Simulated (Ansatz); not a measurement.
## two structures of Sc: a comparison of enthalpies under pressure, step by step

Computed with the Python package of Ansatz (0.2.0).

Interactive session:
```pycon
>>> import warnings
>>> import ansatz as az
>>> import numpy as np
>>> from tabulate import tabulate
>>> def sc(a_site, a):
...     return (
...         az.Lattice.cubic(a)
...         .space_group(221)
...         .atom(a_site, (0, 0, 0))
...     )
...
>>> def diamond(A, a):
...     return (
...         az.Lattice.fcc(a)
...         .space_group(227, origin_choice=1)
...         .atom(A, (0, 0, 0))
...         .primitive()
...     )
...
>>> def run_phase(name, crystal, pressure=0.0):
...     calc = (
...         crystal.calculation()
...         .functional("r2scan")
...         .basis(600)
...         .kpoints(spacing=0.16)
...         .occupations("cold", width=0.05)
...     )
...     calc = calc.relax(force_tolerance=0.01, max_steps=40, cell=True, pressure=pressure)
...     return calc.run(threads=1, pin="off")
...
>>> def volume_per_atom(outcome):
...     return abs(np.linalg.det(outcome.lattice.cell_ang)) / len(outcome.lattice.sites)
...
>>> warnings.simplefilter("ignore", az.DeckWarning)
>>> phases = {}
>>> phases["sc"] = sc("Sc", 3.02)
>>> phases["diamond"] = diamond("Sc", 6.38)
>>> pressures = [0, 15, 30, 45]
>>> enthalpy, volume = {name: [] for name in phases}, {name: [] for name in phases}
>>> for p in pressures:
...     for name, crystal in phases.items():
...         o = run_phase(name, crystal, pressure=p)
...         volume[name].append(volume_per_atom(o))
...         enthalpy[name].append(o.report["energy_sigma0_ev"] / len(o.lattice.sites) + p * volume[name][-1] / 160.21766)
...
>>> gap = np.array(enthalpy["diamond"]) - np.array(enthalpy["sc"])
>>> rows = [(p, va, vb, 1000 * d) for p, va, vb, d in zip(pressures, volume["sc"], volume["diamond"], gap)]
>>> print(tabulate(rows, headers=["P (GPa)", "V sc (A^3/atom)", "V diamond (A^3/atom)", "H(diamond) - H(sc) (meV/atom)"], floatfmt=".4f", tablefmt="github"))
|   P (GPa) |   V sc (A^3/atom) |   V diamond (A^3/atom) |   H(diamond) - H(sc) (meV/atom) |
|-----------|-------------------|------------------------|---------------------------------|
|         0 |           25.6528 |                31.8666 |                       1335.3903 |
|        15 |           19.4934 |                17.2987 |                       1220.0415 |
|        30 |           16.5091 |                15.2740 |                       1059.7449 |
|        45 |           14.7907 |                14.1072 |                        973.1029 |
>>> crossings = [p0 - g0 * (p1 - p0) / (g1 - g0) for p0, p1, g0, g1 in zip(pressures, pressures[1:], gap, gap[1:]) if g0 * g1 < 0]
>>> print("crossing near", [round(float(p), 1) for p in crossings], "GPa") if crossings else print("no crossing in this range")
no crossing in this range
```

Reading the output:
- At a fixed pressure a relaxation lowers the enthalpy F + PV, while F alone can rise.
- Only these two structures are compared, at zero temperature and with their symmetry kept; either may be hypothetical, and another phase may be lower than both. Differences under 10 to 15 meV an atom lie within the error of mesh and functional.
- The cells are prototypes set up for this calculation and needn't exist.
- Run time: 6.2 min on 1 thread of Arm Neoverse V2, with other jobs on the host, peak memory 0.81 GiB.
